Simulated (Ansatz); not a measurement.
# WS (triplet): wave-function methods side by side, def2-TZVPP

The task here is to estimate one member of a computed series from the others.

Program: Ansatz 0.2.0, Gaussian basis. Level of theory: def2-TZVPP, core rule «outside noble gas», up to 9 orbitals frozen. These are calculated values, not measurements.

The runs, in order: UHF; ROHF; CCSD(T) on UHF.

2 further runs of the same task are left out: 2 set aside as unsound or not needed.

## The system

The geometry is a PBE0/def2-TZVP stationary point (not a proven minimum) of the parent state, kept for this charge and spin. No spin-orbit coupling is included. Elements past krypton take def2 core potentials.

2 atoms, charge 0, spin multiplicity 3.

Atoms are counted from 1 here; the program's logs count them from 0.

Bond lengths: W1–S2 2.049 Å.

Coordinates:

```xyz
2
SW
W     0.00000    0.00000    0.00000
S     0.00000    0.00000    2.04881
```

The first run:

in.yaml

```yaml
crystal:
  periodic: [false, false, false]
  atoms:
    - {symbol: W, position_ang: [0.000000, 0.000000, 0.000000]}
    - {symbol: S, position_ang: [0.000000, 0.000000, 2.048814]}
basis:
  gaussian: {orbitals: def2-TZVPP}
magnetization: {spin_polarized: true, initial_magnetization: 2}
hamiltonian: {xc: hf}
output: {orbitals: {seedname: orbitals}}
```

Started as:

```bash
ansatz run in.yaml --threads 1 --pin off --events-out ev --progress --plain --max-ram 4096MiB --backend cpu
```

Steps of the session up to this table: UHF; ROHF; CCSD(T) on UHF.

One table of the session follows, with a row left open; its other results are not shown here.

| method | from UCCSD(T) (kcal/mol) |
| --- | --- |
| ROHF | +241.87 |
| UHF | +225.08 |
| UMP2 | +35.50 |
| UCCSD | ? |
| UCCSD(T) | 0 |

**Question.** Estimate the row for UCCSD.

As computed: from UCCSD(T) (kcal/mol): +16.68. In the column «from UCCSD(T) (kcal/mol)» it lies between UCCSD(T) (0) and UMP2 (+35.50).

Caveats from the session: The determinant is far from a pure spin state, so its energy mixes those of several spin states (harmless only where they are near-degenerate, as at dissociation).
